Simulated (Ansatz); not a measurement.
# Fe: stress in a strained cell

Aim: deform Fe (equal xx and yy strain of +3 %) and compute stress, forces and field gradients with LAPW, PAW and all-electron datasets made for the crystal.

Program: Ansatz 0.2.0. Level of theory: DFT PBEsol, scalar-relativistic. These are calculated values, not measurements.

### Step 1. The system as given

It takes space group P6_3/mmc (No. 194, hexagonal). The conventional cell has a = 2.434 Å, b = 2.434 Å, c = 3.842 Å, α = 90.00°, β = 90.00°, γ = 120.00°. Fe (site symmetry -6m2) has 12 Fe at 2.38 to 2.43 Å as nearest neighbours.

As a file:

```cif
data_structure
_symmetry_space_group_name_H-M 'P 1'
_symmetry_Int_Tables_number 1
_cell_length_a 2.4342
_cell_length_b 2.4342
_cell_length_c 3.8419
_cell_angle_alpha 90.000
_cell_angle_beta 90.000
_cell_angle_gamma 120.000
_cell_volume 19.71
loop_
_atom_site_label
_atom_site_type_symbol
_atom_site_fract_x
_atom_site_fract_y
_atom_site_fract_z
_atom_site_occupancy
Fe1 Fe 0.33333 0.66667 0.25000 1
Fe2 Fe 0.66667 0.33333 0.75000 1
```

Atoms are numbered in the order of the input: Fe1, Fe2.

### Step 2. The deformed structure

Space group P6_3/mmc before, P6_3/mmc after.

### Step 3. LAPW, all electrons

input.yaml

```yaml
crystal:
  lattice:
    - [2.5071823129, 0.0, 0.0]
    - [-1.2535911564, 2.1712835749, 0.0]
    - [0.0, 0.0, 3.84193447]
  atoms:
    - { symbol: Fe, position: [0.3333333333, 0.6666666667, 0.25] }
    - { symbol: Fe, position: [0.6666666667, 0.3333333333, 0.75] }
kpoints:
  mp_grid: { grid: [17, 17, 10] }
  band_path:
    path:
      - [0.0, 0.0, 0.0]
      - [0.5, 0.0, 0.0]
      - [0.3333333333, 0.3333333333, 0.0]
      - [0.0, 0.0, 0.0]
      - [0.0, 0.0, 0.5]
      - [0.5, 0.0, 0.5]
      - [0.3333333333, 0.3333333333, 0.5]
      - [0.0, 0.0, 0.5]
      - [0.5, 0.0, 0.5]
    npoints: 5
scf:
  occupations: { method: fermi_dirac, width: 0.08 }
hamiltonian:
  xc: pbesol
  pseudopotentials: { kind: all_electron, lapw: { basis_error: 0.00025 } }
output:
  forces: true
  stress: true
  eigenvalues: true
```

Launch:

```
> ansatz run input.yaml --threads 1 --pin off --max-ram 3072MiB --backend cpu --events-out ev --progress --plain --runs-dir out
```

### Step 4. PAW with frozen cores

input.yaml

```yaml
crystal:
  lattice:
    - [2.5071823129, 0.0, 0.0]
    - [-1.2535911564, 2.1712835749, 0.0]
    - [0.0, 0.0, 3.84193447]
  atoms:
    - { symbol: Fe, position: [0.3333333333, 0.6666666667, 0.25] }
    - { symbol: Fe, position: [0.6666666667, 0.3333333333, 0.75] }
kpoints:
  mp_grid: { grid: [17, 17, 10] }
scf:
  occupations: { method: fermi_dirac, width: 0.08 }
hamiltonian:
  xc: pbesol
  pseudopotentials: { kind: paw }
output:
  forces: true
  stress: true
  eigenvalues: true
  efg: { contact_densities: true }
```

### Step 5. All-electron PAW on datasets made for the crystal

Changes to input.yaml since step 4:

```diff
@@ -14,3 +14,3 @@
   xc: pbesol
-  pseudopotentials: { kind: paw }
+  pseudopotentials: { kind: all_electron, datasets: crystal }
 output:
```

(Steps that only read results are left out.)

Q: Predict the outcome of this session. Wanted: pressure; largest shear or deviatoric stress.

As calculated:

| quantity | value |
| --- | --- |
| pressure | LAPW -17.12, PAW -17.06, crystal datasets -17.12 GPa |
| largest shear or deviatoric stress (LAPW) | 7.95 GPa |

The largest part of the stress beyond the pressure is 7.95 GPa in size, in the zz component; the atoms are carried along and not relaxed. No run of the undeformed cell stands beside it, so the pressure holds what the given cell had before the change. PAW: stress within 0.12 GPa of LAPW. Crystal datasets: stress within 0.01 GPa of LAPW. Spin polarisation is left out here, though a magnetic state may lie well lower.

Real Fe is ferromagnetic; without spin these runs don't describe its ground state.
